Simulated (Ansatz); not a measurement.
**CH₄BF₂N: up Jacob's ladder to CCSD(T)**

The task here is to estimate one member of a computed series from the others.

Method: functionals in def2-TZVPP, the program's frozen cores in correlated methods; program: Ansatz 0.2.0, Gaussian basis.

The runs, in order: LDA (SPW92), PBE-D4, revPBE-D4, BLYP-D4, r2SCAN-D4, B97M-V, PBE0-D4, B3LYP-D4, r2SCANh-D4, r2SCAN0-D4, HSE06-D4, BHLYP-D4, CAM-B3LYP-D4, LC-ωPBE, ωB97X-V, ωB97M-V, B2PLYP, PBE-QIDH; CCSD(T)/def2-SVP; CCSD(T)/def2-TZVPP; MP2/def2-QZVPP; extrapolation to the limit; RPA on PBE.

### The geometry

The geometry comes from an earlier relaxation with PBE0-D4 in a triple-zeta def2 set; it is a stationary point, not always the lowest conformer.

9 atoms, charge 0, spin multiplicity 1.

Atoms are counted from 1 here; the program's logs count them from 0.

Bond lengths: B1–C2 1.585 Å, B1–F5 1.390 Å, B1–H6 1.223 Å, B1–H7 1.240 Å, C2–N3 1.304 Å, C2–F4 1.307 Å, N3–H8 1.008 Å, N3–H9 1.009 Å. Angles: C2–B1–F5 112.6°, C2–B1–H6 107.2°, C2–B1–H7 96.9°, F5–B1–H6 116.2°, F5–B1–H7 114.2°, H6–B1–H7 108.0°, B1–C2–N3 125.1°, B1–C2–F4 122.3°, N3–C2–F4 112.3°, C2–N3–H8 117.8°, C2–N3–H9 122.2°, H8–N3–H9 119.8°.

Set-up of the first run:

Contents of in.yaml:

```yaml
crystal:
  periodic: [false, false, false]
  atoms:
    - {symbol: B, position_ang: [-0.009858, 1.106140, -0.450973]}
    - {symbol: C, position_ang: [0.398259, -0.379334, -0.079436]}
    - {symbol: N, position_ang: [-0.230787, -1.139273, 0.772592]}
    - {symbol: F, position_ang: [1.350986, -1.019706, -0.704481]}
    - {symbol: F, position_ang: [1.035064, 1.820133, -1.025409]}
    - {symbol: H, position_ang: [-0.517400, 1.600754, 0.545557]}
    - {symbol: H, position_ang: [-0.920647, 0.816302, -1.240434]}
    - {symbol: H, position_ang: [-0.963228, -0.720929, 1.323613]}
    - {symbol: H, position_ang: [-0.054091, -2.130289, 0.841870]}
basis:
  gaussian: {orbitals: def2-TZVPP}
hamiltonian: {xc: lda}
output: {orbitals: {seedname: orbitals}}
```

Started as:

```sh
$ ansatz run in.yaml --threads 2 --pin off --events-out ev --progress --plain --max-ram 4352MiB
```

Steps of the session up to this table: LDA; PBE-D4 (GGA); revPBE-D4 (GGA); BLYP-D4 (GGA); r2SCAN-D4 (meta-GGA); B97M-V (meta-GGA); PBE0-D4 (hybrid); B3LYP-D4 (hybrid); r2SCANh-D4 (hybrid); r2SCAN0-D4 (hybrid); HSE06-D4 (hybrid); BHLYP-D4 (hybrid); CAM-B3LYP-D4 (range-separated); LC-ωPBE (range-separated); ωB97X-V (range-separated); ωB97M-V (range-separated); B2PLYP (double hybrid); PBE-QIDH (double hybrid).

One of the session's tables, all rows but one given; the rest of the session is left out.

It belongs to the step «Orbital energies across the functionals». 

```
  functional  HOMO (eV)  LUMO (eV)  gap (eV)
 LDA (SPW92)      -6.32      -2.71      3.61
      PBE-D4      -6.19      -2.49      3.70
   revPBE-D4      -6.13      -2.40      3.73
     BLYP-D4      -6.13      -2.41      3.72
   r2SCAN-D4      -6.52      -2.28      4.23
      B97M-V      -6.62      -2.25      4.37
     PBE0-D4      -7.62      -1.50      6.12
    B3LYP-D4      -7.44      -1.78      5.66
  r2SCANh-D4      -7.05      -1.92      5.13
  r2SCAN0-D4      -7.85      -1.36      6.49
    HSE06-D4      -7.22      -1.88      5.33
    BHLYP-D4      -9.02      -0.37      8.65
CAM-B3LYP-D4      -9.04      -0.36      8.68
     LC-ωPBE     -10.30       0.85     11.14
     ωB97X-V          ?          ?         ?
     ωB97M-V      -9.88       0.74     10.63
```

Estimate the missing values for ωB97X-V.

As computed: HOMO (eV): -10.00; LUMO (eV): 0.82; gap (eV): 10.82. In the column «HOMO (eV)» it lies between LC-ωPBE (-10.30) and ωB97M-V (-9.88).
